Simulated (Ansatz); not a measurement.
# CH4FNSSi: the cost of one run

The runs use Ansatz 0.2.0, Gaussian basis; the settings change from run to run.

## Step 1: The geometry

The structure was relaxed beforehand with PBE0-D4 in a triple-zeta def2 set.

9 atoms, charge 0, spin multiplicity 1.

Atoms are counted from 1 here; the program's logs count them from 0.

Bond lengths: F1–Si2 1.621 Å, Si2–N3 1.713 Å, N3–C4 1.431 Å, N3–H7 1.013 Å, C4–S5 1.831 Å, C4–H6 1.093 Å, C4–H8 1.092 Å, S5–H9 1.343 Å. Angles: F1–Si2–N3 98.1°, Si2–N3–C4 123.9°, Si2–N3–H7 121.7°, C4–N3–H7 114.3°, N3–C4–S5 109.6°, N3–C4–H6 108.9°, N3–C4–H8 111.9°, S5–C4–H6 109.4°, S5–C4–H8 108.4°, H6–C4–H8 108.6°, C4–S5–H9 96.7°.

## Step 2: r2SCANh/cc-pVTZ

Options: atoms shaken by 0.03 Å, D3(BJ) with three-body dispersion.

File in.yaml:

```yaml
crystal:
  periodic: [false, false, false]
  atoms:
    - {symbol: F, position_ang: [1.825877, 0.157498, -2.658670]}
    - {symbol: Si, position_ang: [0.666903, 0.948779, -1.844347]}
    - {symbol: N, position_ang: [0.304461, -0.219435, -0.635375]}
    - {symbol: C, position_ang: [-0.642557, 0.067058, 0.386011]}
    - {symbol: S, position_ang: [0.297095, 0.083619, 2.001344]}
    - {symbol: H, position_ang: [-1.099843, 0.961059, 0.212186]}
    - {symbol: H, position_ang: [0.745390, -1.133909, -0.658002]}
    - {symbol: H, position_ang: [-1.320502, -0.755979, 0.426714]}
    - {symbol: H, position_ang: [-0.791095, -0.111623, 2.812946]}
basis:
  gaussian: {orbitals: cc-pVTZ}
hamiltonian: {xc: {name: r2SCANh}, dispersion: d3bjatm}
output: {forces: true}
```

On the command line:

```sh
ansatz run in.yaml --threads 4 --pin off --events-out ev --progress --plain --max-ram 10444MiB
```

**Question.** How long does this run take on 4 threads of Intel Xeon at 2.80GHz, shared host, and how much memory does it need?

About 3.6 s, with a peak of 0.61 GiB.
